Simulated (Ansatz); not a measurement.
# Al2O3: the cost of one run

Program: Ansatz 0.2.0. Level of theory: DFT r2SCAN, scalar-relativistic, plane waves, PAW. These are calculated values, not measurements.

### Step 1. The system as given

Symmetry: Pnnm, No. 58, orthorhombic system. Conventional cell: a = 4.614 Å, b = 9.563 Å, c = 3.120 Å, α = 90.00°, β = 90.00°, γ = 90.00°. Around Al (site symmetry m) lie 4 O at 1.68 to 1.82 Å. O (site symmetry m) has 3 Al at 1.82 Å as nearest neighbours. O (site symmetry 2/m) is surrounded by 2 Al at 1.68 Å.

As a file:

```
Al O
1.0
     4.61378    0.00000    0.00000
     0.00000    9.56328    0.00000
     0.00000    0.00000    3.11986
Al O
4 6
Direct
  0.51702 0.32457 0.50000
  0.48297 0.67543 0.50000
  0.01702 0.17543 0.00000
  0.98298 0.82457 0.00000
  0.87636 0.24695 0.50000
  0.00000 0.00000 0.00000
  0.62364 0.74695 0.00000
  0.37637 0.25305 0.00000
  0.12363 0.75305 0.50000
  0.50000 0.50000 0.50000
```

The structure comes from the Materials Project (structure only).

(A quick probe on a coarse mesh, which set the mesh and smearing, is not shown.)

### Step 3. Relaxing cell and atoms

The input, input.yaml:

```yaml
crystal:
  lattice:
    - [4.613777, 0.0, 0.0]
    - [0.0, 9.563279, 0.0]
    - [0.0, 0.0, 3.119862]
  atoms:
    - { symbol: Al, position: [0.517025, 0.324573, 0.5] }
    - { symbol: Al, position: [0.482975, 0.675427, 0.5] }
    - { symbol: Al, position: [0.017025, 0.175427, 0.0] }
    - { symbol: Al, position: [0.982975, 0.824573, 0.0] }
    - { symbol: O, position: [0.876365, 0.24695, 0.5] }
    - { symbol: O, position: [0.0, 0.0, 0.0] }
    - { symbol: O, position: [0.623635, 0.74695, 0.0] }
    - { symbol: O, position: [0.376365, 0.25305, 0.0] }
    - { symbol: O, position: [0.123635, 0.75305, 0.5] }
    - { symbol: O, position: [0.5, 0.5, 0.5] }
basis:
  ecutwfc: 500
kpoints:
  mp_grid: { grid: [6, 4, 8] }
hamiltonian:
  xc: r2scan
scf:
  occupations: { method: gaussian, width: 0.02 }
output:
  forces: true
  stress: true
  eigenvalues: true
relax:
  adjacent_minimum: "off"
  f_tol: 0.005
  max_steps: 80
  cell: { stress_tol: 0.05 }
```

The run is started by

```
> ansatz run input.yaml --threads 2 --pin off --max-ram 5120MiB --backend cpu --events-out ev --progress --plain --runs-dir out
```

Q: Estimate wall time and peak memory on 2 threads of Intel Xeon Platinum 8259CL at 2.50GHz (Skylake/Cascade Lake), shared host.

About 3.4 min, with a peak of 0.86 GiB.
